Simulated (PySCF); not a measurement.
# A gas-phase reaction: BH3O + CuHO → BCuH2O + H2O

What reaction energy should one expect for `BO` + `[OH][Cu]` → `B[O][Cu]` + `O`?

Programs: PySCF 2.14.0. All values are calculated, for the isolated system unless a continuum is named. Atoms count from 0, parts from 1.

## 1. Starting point

Each species was relaxed by itself at PBE0-D3(BJ)/def2-SVPD.

## 2. Energies of the species: wB97M-D3(BJ)/def2-TZVPD

The job: settings as JSON, then the geometry in Å.

```
{"job": {"kind": "react", "xc": "wB97M-D3(BJ)", "basis": "def2-TZVPD"}, "charge": 0, "multiplicity": 1}
-1 BH3O charge 0 multiplicity 1
B     -0.412990    -0.063510    -0.005650
O      0.887610    -0.419440     0.008230
H     -0.729250     1.104910     0.019860
H     -1.223050    -0.955430    -0.044010
H      1.496040     0.324070     0.039140

-1 CuHO charge 0 multiplicity 1
O     -0.291020     0.249780     0.416930
Cu     0.073710     0.167610    -1.330980
H      0.212730    -0.416120     0.896520

+1 BCuH2O charge 0 multiplicity 1
B     -0.478670    -0.016610     0.121490
O      0.404660    -0.037550    -0.867340
Cu     2.152430     0.394050    -0.689040
H     -1.635440    -0.327900    -0.126000
H     -0.192490     0.294680     1.272470

+1 H2O charge 0 multiplicity 1
O      0.002620     0.389360    -0.004850
H     -0.764170    -0.189480     0.007440
H      0.761560    -0.199850    -0.002560
```

Level: wB97M-D3(BJ)/def2-TZVPD reaction energy of separated species, gas phase.

On the command line:

```sh
$ OMP_NUM_THREADS=1 python cluster_run.py task.json out
```

One launch serves the whole session: the jobs run in the order shown.

Log:

```text
species 1 (BH3O)
coarse grid: 17776 points
cycle   1  E = -101.9061685780  dE =  5.472e-02  |g| = 5.800e-01  |ddm| = 1.415e+00
cycle   2  E = -101.8955103953  dE =  1.066e-02  |g| = 6.811e-01  |ddm| = 6.907e-01
cycle   3  E = -101.9710728866  dE = -7.556e-02  |g| = 3.002e-02  |ddm| = 3.468e-01
cycle   4  E = -101.9713649197  dE = -2.920e-04  |g| = 9.037e-03  |ddm| = 3.893e-02
cycle   5  E = -101.9713944275  dE = -2.951e-05  |g| = 1.459e-03  |ddm| = 1.366e-02
cycle   6  E = -101.9713957369  dE = -1.309e-06  |g| = 3.635e-04  |ddm| = 2.744e-03
final grid: 38536 points
cycle   7  E = -101.9713781832  dE = -6.685e-08  |g| = 1.261e-04  |ddm| = 2.343e-03
cycle   8  E = -101.9713781921  dE = -8.902e-09  |g| = 8.216e-05  |ddm| = 3.633e-04
cycle   9  E = -101.9713781937  dE = -1.609e-09  |g| = 2.936e-05  |ddm| = 7.672e-05
cycle  10  E = -101.9713781942  dE = -4.691e-10  |g| = 1.888e-05  |ddm| = 4.204e-05
converged SCF energy = -101.9713781942

species 2 (CuHO)
coarse grid: 15096 points
cycle   1  E = -1715.8969680008  dE =  5.440e-03  |g| = 2.361e+00  |ddm| = 1.402e+00
cycle   2  E = -1714.5820629388  dE =  1.315e+00  |g| = 4.399e+00  |ddm| = 2.183e+00
cycle   3  E = -1716.4032800756  dE = -1.821e+00  |g| = 2.752e-01  |ddm| = 1.549e+00
cycle   4  E = -1716.4021217624  dE =  1.158e-03  |g| = 2.695e-01  |ddm| = 2.214e-01
cycle   5  E = -1716.4130410398  dE = -1.092e-02  |g| = 1.857e-02  |ddm| = 1.155e-01
cycle   6  E = -1716.4132244400  dE = -1.834e-04  |g| = 5.942e-03  |ddm| = 3.020e-02
cycle   7  E = -1716.4132743061  dE = -4.987e-05  |g| = 3.548e-03  |ddm| = 1.893e-02
cycle   8  E = -1716.4132850487  dE = -1.074e-05  |g| = 1.351e-03  |ddm| = 9.246e-03
cycle   9  E = -1716.4132873786  dE = -2.330e-06  |g| = 6.313e-04  |ddm| = 4.668e-03
final grid: 29624 points
cycle  10  E = -1716.4132390841  dE = -3.436e-07  |g| = 9.142e-04  |ddm| = 1.380e-03
cycle  11  E = -1716.4132390133  dE =  7.073e-08  |g| = 2.183e-03  |ddm| = 1.256e-03
cycle  12  E = -1716.4132393662  dE = -3.528e-07  |g| = 2.845e-04  |ddm| = 4.849e-04
cycle  13  E = -1716.4132395226  dE = -1.564e-07  |g| = 6.764e-05  |ddm| = 1.825e-03
cycle  14  E = -1716.4132395253  dE = -2.727e-09  |g| = 2.351e-05  |ddm| = 1.778e-04
cycle  15  E = -1716.4132395257  dE = -3.840e-10  |g| = 7.560e-06  |ddm| = 5.935e-05
converged SCF energy = -1716.4132395257

species 3 (BCuH2O)
coarse grid: 22744 points
cycle   1  E = -1741.4110499291  dE =  1.231e-01  |g| = 2.337e+00  |ddm| = 1.925e+00
cycle   2  E = -1740.2466315055  dE =  1.164e+00  |g| = 4.287e+00  |ddm| = 2.641e+00
cycle   3  E = -1741.9081714501  dE = -1.662e+00  |g| = 2.452e-01  |ddm| = 1.977e+00
cycle   4  E = -1741.9079854053  dE =  1.860e-04  |g| = 2.274e-01  |ddm| = 3.310e-01
cycle   5  E = -1741.9156882843  dE = -7.703e-03  |g| = 1.850e-02  |ddm| = 1.153e-01
cycle   6  E = -1741.9158896208  dE = -2.013e-04  |g| = 6.767e-03  |ddm| = 3.949e-02
cycle   7  E = -1741.9159443708  dE = -5.475e-05  |g| = 4.366e-03  |ddm| = 2.080e-02
cycle   8  E = -1741.9159633898  dE = -1.902e-05  |g| = 1.811e-03  |ddm| = 1.437e-02
cycle   9  E = -1741.9159682157  dE = -4.826e-06  |g| = 8.690e-04  |ddm| = 7.690e-03
final grid: 46200 points
cycle  10  E = -1741.9158908540  dE = -7.110e-07  |g| = 1.144e-03  |ddm| = 2.737e-03
cycle  11  E = -1741.9158908634  dE = -9.370e-09  |g| = 2.678e-03  |ddm| = 1.831e-03
cycle  12  E = -1741.9158914032  dE = -5.398e-07  |g| = 3.959e-04  |ddm| = 7.165e-04
cycle  13  E = -1741.9158917368  dE = -3.336e-07  |g| = 6.023e-05  |ddm| = 2.946e-03
cycle  14  E = -1741.9158917430  dE = -6.241e-09  |g| = 1.399e-05  |ddm| = 3.785e-04
cycle  15  E = -1741.9158917433  dE = -2.676e-10  |g| = 1.143e-05  |ddm| = 6.794e-05
converged SCF energy = -1741.9158917433

species 4 (H2O)
coarse grid: 10128 points
cycle   1  E = -76.4117498717  dE = -7.454e-02  |g| = 5.872e-01  |ddm| = 8.994e-01
cycle   2  E = -76.4087425899  dE =  3.007e-03  |g| = 6.461e-01  |ddm| = 5.038e-01
cycle   3  E = -76.4759334684  dE = -6.719e-02  |g| = 2.731e-02  |ddm| = 2.374e-01
cycle   4  E = -76.4760586717  dE = -1.252e-04  |g| = 5.497e-03  |ddm| = 1.609e-02
cycle   5  E = -76.4760673485  dE = -8.677e-06  |g| = 8.214e-04  |ddm| = 5.831e-03
final grid: 21952 points
cycle   6  E = -76.4760630109  dE = -1.975e-07  |g| = 5.843e-04  |ddm| = 1.373e-03
cycle   7  E = -76.4760630177  dE = -6.838e-09  |g| = 6.466e-04  |ddm| = 6.469e-04
cycle   8  E = -76.4760630813  dE = -6.364e-08  |g| = 3.199e-05  |ddm| = 2.236e-04
cycle   9  E = -76.4760630822  dE = -8.231e-10  |g| = 4.133e-06  |ddm| = 1.105e-04
converged SCF energy = -76.4760630822

Reaction energy = -4.745 kcal/mol
```

Wall time 12 s (1 thread of Arm Neoverse V1, shared host); peak memory 0.52 GiB.

Species by species (with the dispersion term, which the log's SCF energies lack):

| ν | species | energy (Eh) | HOMO (eV) |
| --- | --- | --- | --- |
| -1 | BO | -101.97390 | -11.31 |
| -1 | [OH][Cu] | -1716.41449 | -9.31 |
| +1 | B[O][Cu] | -1741.91913 | -8.83 |
| +1 | O | -76.47682 | -11.72 |

## 3. Energies of the species: PBE0-D3(BJ)/def2-TZVPD

Same as in step 2 but for these lines:

```diff
@@ -1,2 +1,2 @@
-{"job": {"kind": "react", "xc": "wB97M-D3(BJ)", "basis": "def2-TZVPD"}, "charge": 0, "multiplicity": 1}
+{"job": {"kind": "react", "xc": "PBE0", "basis": "def2-TZVPD", "disp": "d3bj"}, "charge": 0, "multiplicity": 1}
 -1 BH3O charge 0 multiplicity 1
```

With the program's defaults for keys left out, this is: PBE0-D3(BJ)/def2-TZVPD reaction energy of separated species, gas phase.

Log:

```text
species 1 (BH3O)
coarse grid: 4032 points
cycle   1  E = -101.7628993760  dE =  4.431e-02  |g| = 6.015e-01  |ddm| = 1.456e+00
cycle   2  E = -101.6448244992  dE =  1.181e-01  |g| = 1.004e+00  |ddm| = 9.575e-01
cycle   3  E = -101.8272696645  dE = -1.824e-01  |g| = 6.036e-02  |ddm| = 6.220e-01
cycle   4  E = -101.8280999409  dE = -8.303e-04  |g| = 1.572e-02  |ddm| = 5.185e-02
cycle   5  E = -101.8281619262  dE = -6.199e-05  |g| = 2.304e-03  |ddm| = 1.331e-02
cycle   6  E = -101.8281631619  dE = -1.236e-06  |g| = 3.118e-04  |ddm| = 2.041e-03
final grid: 38536 points
cycle   7  E = -101.8272693564  dE = -2.981e-05  |g| = 4.577e-03  |ddm| = 5.325e-02
cycle   8  E = -101.8272652190  dE =  4.137e-06  |g| = 6.742e-03  |ddm| = 5.198e-03
cycle   9  E = -101.8272732577  dE = -8.039e-06  |g| = 6.355e-04  |ddm| = 3.575e-03
cycle  10  E = -101.8272733418  dE = -8.410e-08  |g| = 1.105e-04  |ddm| = 5.557e-04
cycle  11  E = -101.8272733448  dE = -3.035e-09  |g| = 1.221e-05  |ddm| = 9.543e-05
cycle  12  E = -101.8272733449  dE = -2.751e-11  |g| = 1.641e-06  |ddm| = 1.147e-05
converged SCF energy = -101.8272733449

species 2 (CuHO)
coarse grid: 15096 points
cycle   1  E = -1714.5443649804  dE =  1.076e+00  |g| = 3.905e+00  |ddm| = 1.776e+00
cycle   2  E = -1707.2964422345  dE =  7.248e+00  |g| = 8.061e+00  |ddm| = 4.371e+00
cycle   3  E = -1715.5169491394  dE = -8.221e+00  |g| = 2.066e+00  |ddm| = 3.923e+00
cycle   4  E = -1715.3802100378  dE =  1.367e-01  |g| = 1.746e+00  |ddm| = 1.837e+00
cycle   5  E = -1716.0357545690  dE = -6.555e-01  |g| = 1.636e-01  |ddm| = 1.201e+00
cycle   6  E = -1716.0387509820  dE = -2.996e-03  |g| = 3.683e-02  |ddm| = 1.028e-01
cycle   7  E = -1716.0390052378  dE = -2.543e-04  |g| = 5.540e-03  |ddm| = 3.125e-02
cycle   8  E = -1716.0390108316  dE = -5.594e-06  |g| = 1.994e-03  |ddm| = 7.373e-03
final grid: 29624 points
cycle   9  E = -1716.0390153572  dE =  1.982e-06  |g| = 4.277e-03  |ddm| = 3.851e-03
cycle  10  E = -1716.0390012902  dE =  1.407e-05  |g| = 9.990e-03  |ddm| = 8.273e-03
cycle  11  E = -1716.0390188374  dE = -1.755e-05  |g| = 9.367e-04  |ddm| = 5.239e-03
cycle  12  E = -1716.0390189115  dE = -7.412e-08  |g| = 1.317e-04  |ddm| = 2.482e-04
cycle  13  E = -1716.0390189221  dE = -1.057e-08  |g| = 1.352e-04  |ddm| = 3.530e-04
cycle  14  E = -1716.0390189250  dE = -2.933e-09  |g| = 1.371e-05  |ddm| = 1.847e-04
cycle  15  E = -1716.0390189250  dE = -3.320e-11  |g| = 1.036e-06  |ddm| = 1.293e-05
converged SCF energy = -1716.0390189250

species 3 (BCuH2O)
coarse grid: 22744 points
cycle   1  E = -1739.3606480785  dE =  1.776e+00  |g| = 4.621e+00  |ddm| = 2.591e+00
cycle   2  E = -1727.1813529983  dE =  1.218e+01  |g| = 9.740e+00  |ddm| = 1.888e+01
cycle   3  E = -1740.7851851828  dE = -1.360e+01  |g| = 2.568e+00  |ddm| = 1.895e+01
cycle   4  E = -1739.3796327815  dE =  1.406e+00  |g| = 2.711e+00  |ddm| = 3.458e+00
cycle   5  E = -1741.4477835839  dE = -2.068e+00  |g| = 4.953e-01  |ddm| = 3.010e+00
cycle   6  E = -1741.4815939296  dE = -3.381e-02  |g| = 2.292e-01  |ddm| = 5.974e-01
cycle   7  E = -1741.4921930824  dE = -1.060e-02  |g| = 6.909e-02  |ddm| = 1.946e-01
cycle   8  E = -1741.4927102311  dE = -5.171e-04  |g| = 8.100e-03  |ddm| = 3.694e-02
cycle   9  E = -1741.4927235450  dE = -1.331e-05  |g| = 1.811e-03  |ddm| = 1.295e-02
cycle  10  E = -1741.4927240374  dE = -4.924e-07  |g| = 9.311e-04  |ddm| = 2.796e-03
final grid: 46200 points
cycle  11  E = -1741.4927079209  dE =  4.108e-07  |g| = 1.929e-03  |ddm| = 2.681e-03
cycle  12  E = -1741.4927053523  dE =  2.569e-06  |g| = 4.666e-03  |ddm| = 4.124e-03
cycle  13  E = -1741.4927085165  dE = -3.164e-06  |g| = 4.195e-04  |ddm| = 2.623e-03
cycle  14  E = -1741.4927085380  dE = -2.152e-08  |g| = 6.689e-05  |ddm| = 1.954e-04
cycle  15  E = -1741.4927085390  dE = -9.504e-10  |g| = 3.976e-05  |ddm| = 8.759e-05
cycle  16  E = -1741.4927085395  dE = -5.089e-10  |g| = 8.516e-06  |ddm| = 1.063e-04
converged SCF energy = -1741.4927085395

species 4 (H2O)
coarse grid: 2328 points
cycle   1  E = -76.3044302384  dE = -5.301e-03  |g| = 6.571e-01  |ddm| = 9.011e-01
cycle   2  E = -76.1882100431  dE =  1.162e-01  |g| = 1.036e+00  |ddm| = 7.256e-01
cycle   3  E = -76.3820301767  dE = -1.938e-01  |g| = 3.132e-02  |ddm| = 4.396e-01
cycle   4  E = -76.3822124809  dE = -1.823e-04  |g| = 5.864e-03  |ddm| = 1.606e-02
cycle   5  E = -76.3822176199  dE = -5.139e-06  |g| = 7.850e-04  |ddm| = 2.507e-03
final grid: 21952 points
cycle   6  E = -76.3808944290  dE = -1.510e-05  |g| = 3.447e-03  |ddm| = 9.308e-03
cycle   7  E = -76.3808924641  dE =  1.965e-06  |g| = 4.751e-03  |ddm| = 3.320e-03
cycle   8  E = -76.3808961787  dE = -3.715e-06  |g| = 2.518e-04  |ddm| = 1.964e-03
cycle   9  E = -76.3808961894  dE = -1.061e-08  |g| = 2.398e-05  |ddm| = 1.101e-04
cycle  10  E = -76.3808961895  dE = -1.121e-10  |g| = 3.292e-06  |ddm| = 1.514e-05
converged SCF energy = -76.3808961895

Reaction energy = -4.868 kcal/mol
```

Run time: 6.2 s. Hardware: 1 thread of Arm Neoverse V1, shared host; peak memory 0.5 GiB.

Reaction energy at this level: -4.87 kcal/mol.

## 4. Energies of the species: MP2/def2-TZVPD

Same as in step 3 but for these lines:

```diff
@@ -1,2 +1,2 @@
-{"job": {"kind": "react", "xc": "PBE0", "basis": "def2-TZVPD", "disp": "d3bj"}, "charge": 0, "multiplicity": 1}
+{"job": {"kind": "react", "xc": "MP2", "basis": "def2-TZVPD"}, "charge": 0, "multiplicity": 1}
 -1 BH3O charge 0 multiplicity 1
```

Method: MP2/def2-TZVPD reaction energy of separated species, gas phase.

Log:

```text
species 1 (BH3O)
final grid: 38536 points
cycle   1  E = -101.3222621367  dE =  2.533e-02  |g| = 4.632e-01  |ddm| = 1.356e+00
cycle   2  E = -101.3584973877  dE = -3.624e-02  |g| = 2.741e-01  |ddm| = 3.957e-01
cycle   3  E = -101.3709368716  dE = -1.244e-02  |g| = 4.212e-02  |ddm| = 1.498e-01
cycle   4  E = -101.3714791213  dE = -5.422e-04  |g| = 6.840e-03  |ddm| = 4.583e-02
cycle   5  E = -101.3714999633  dE = -2.084e-05  |g| = 1.225e-03  |ddm| = 1.180e-02
cycle   6  E = -101.3715008745  dE = -9.112e-07  |g| = 2.964e-04  |ddm| = 2.489e-03
cycle   7  E = -101.3715009212  dE = -4.677e-08  |g| = 7.207e-05  |ddm| = 5.748e-04
cycle   8  E = -101.3715009243  dE = -3.028e-09  |g| = 1.799e-05  |ddm| = 1.473e-04
cycle   9  E = -101.3715009245  dE = -2.341e-10  |g| = 4.160e-06  |ddm| = 3.917e-05
converged SCF energy = -101.3715009245

species 2 (CuHO)
final grid: 29624 points
cycle   1  E = -1714.2352015126  dE = -3.861e-01  |g| = 1.136e+00  |ddm| = 1.203e+00
cycle   2  E = -1714.2188508019  dE =  1.635e-02  |g| = 1.361e+00  |ddm| = 8.201e-01
cycle   3  E = -1714.3877621377  dE = -1.689e-01  |g| = 1.013e-01  |ddm| = 3.866e-01
cycle   4  E = -1714.3892212429  dE = -1.459e-03  |g| = 4.242e-02  |ddm| = 6.212e-02
cycle   5  E = -1714.3897204422  dE = -4.992e-04  |g| = 1.569e-02  |ddm| = 4.077e-02
cycle   6  E = -1714.3898504435  dE = -1.300e-04  |g| = 5.753e-03  |ddm| = 3.015e-02
cycle   7  E = -1714.3898844229  dE = -3.398e-05  |g| = 2.106e-03  |ddm| = 1.637e-02
cycle   8  E = -1714.3898939863  dE = -9.563e-06  |g| = 9.837e-04  |ddm| = 8.794e-03
cycle   9  E = -1714.3898959720  dE = -1.986e-06  |g| = 2.818e-04  |ddm| = 4.786e-03
cycle  10  E = -1714.3898961338  dE = -1.618e-07  |g| = 9.061e-05  |ddm| = 1.476e-03
cycle  11  E = -1714.3898961427  dE = -8.882e-09  |g| = 3.190e-05  |ddm| = 2.576e-04
cycle  12  E = -1714.3898961435  dE = -8.072e-10  |g| = 7.180e-06  |ddm| = 6.406e-05
converged SCF energy = -1714.3898961435

species 3 (BCuH2O)
final grid: 46200 points
cycle   1  E = -1739.5508650521  dE = -2.236e-01  |g| = 1.143e+00  |ddm| = 1.686e+00
cycle   2  E = -1739.5483364570  dE =  2.529e-03  |g| = 1.355e+00  |ddm| = 1.026e+00
cycle   3  E = -1739.7111037033  dE = -1.628e-01  |g| = 1.023e-01  |ddm| = 4.105e-01
cycle   4  E = -1739.7128888060  dE = -1.785e-03  |g| = 5.494e-02  |ddm| = 9.685e-02
cycle   5  E = -1739.7135654064  dE = -6.766e-04  |g| = 1.508e-02  |ddm| = 6.140e-02
cycle   6  E = -1739.7136575974  dE = -9.219e-05  |g| = 4.591e-03  |ddm| = 3.352e-02
cycle   7  E = -1739.7136818319  dE = -2.423e-05  |g| = 1.824e-03  |ddm| = 2.032e-02
cycle   8  E = -1739.7136877329  dE = -5.901e-06  |g| = 8.618e-04  |ddm| = 8.976e-03
cycle   9  E = -1739.7136891565  dE = -1.424e-06  |g| = 2.838e-04  |ddm| = 4.762e-03
cycle  10  E = -1739.7136893211  dE = -1.646e-07  |g| = 1.020e-04  |ddm| = 1.726e-03
cycle  11  E = -1739.7136893315  dE = -1.041e-08  |g| = 3.375e-05  |ddm| = 3.414e-04
cycle  12  E = -1739.7136893325  dE = -1.029e-09  |g| = 9.410e-06  |ddm| = 1.039e-04
cycle  13  E = -1739.7136893326  dE = -5.230e-11  |g| = 2.924e-06  |ddm| = 2.358e-05
converged SCF energy = -1739.7136893326

species 4 (H2O)
final grid: 21952 points
cycle   1  E = -76.0248945897  dE = -1.467e-01  |g| = 4.364e-01  |ddm| = 8.776e-01
cycle   2  E = -76.0503806598  dE = -2.549e-02  |g| = 2.594e-01  |ddm| = 2.972e-01
cycle   3  E = -76.0608896976  dE = -1.051e-02  |g| = 2.594e-02  |ddm| = 1.025e-01
cycle   4  E = -76.0610470566  dE = -1.574e-04  |g| = 5.694e-03  |ddm| = 1.523e-02
cycle   5  E = -76.0610614242  dE = -1.437e-05  |g| = 1.176e-03  |ddm| = 5.302e-03
cycle   6  E = -76.0610623139  dE = -8.897e-07  |g| = 2.235e-04  |ddm| = 1.658e-03
cycle   7  E = -76.0610623507  dE = -3.670e-08  |g| = 3.304e-05  |ddm| = 3.733e-04
cycle   8  E = -76.0610623513  dE = -6.660e-10  |g| = 4.159e-06  |ddm| = 3.886e-05
converged SCF energy = -76.0610623513

Reaction energy = -5.020 kcal/mol
```

Wall time 2.6 s (1 thread of Arm Neoverse V1, shared host); peak memory 0.34 GiB.

Reaction energy at this level: -5.02 kcal/mol.

## 5. Comparing the runs

Energies in kcal/mol, with wall time:

| run | reaction | time |
| --- | --- | --- |
| wB97M-D3(BJ)/def2-TZVPD | -4.75 | 12 s |
| PBE0-D3(BJ)/def2-TZVPD | -4.87 | 6.2 s |
| MP2/def2-TZVPD | -5.02 | 2.6 s |

## 6. What came out

| quantity | value |
| --- | --- |
| reaction energy (wB97M-D3(BJ)/def2-TZVPD) | -4.75 kcal/mol |
| ΔH, ΔG at 298 K (xTB thermal terms) | -5.4, -5.3 kcal/mol |
| range of the reaction energy over the runs of this table | -5.02 to -4.75 kcal/mol |

**Reading.** The reaction is exothermic by 5.4 kcal/mol in the gas phase; dispersion gives -0.14, and xTB itself gave -3.57 for the electronic energy (xTB energies and thermal terms come from the earlier relaxation of each species, not shown). No barrier was sought. The reaction energy runs from -5.02 (MP2/def2-TZVPD) to -4.75 kcal/mol (wB97M-D3(BJ)/def2-TZVPD).
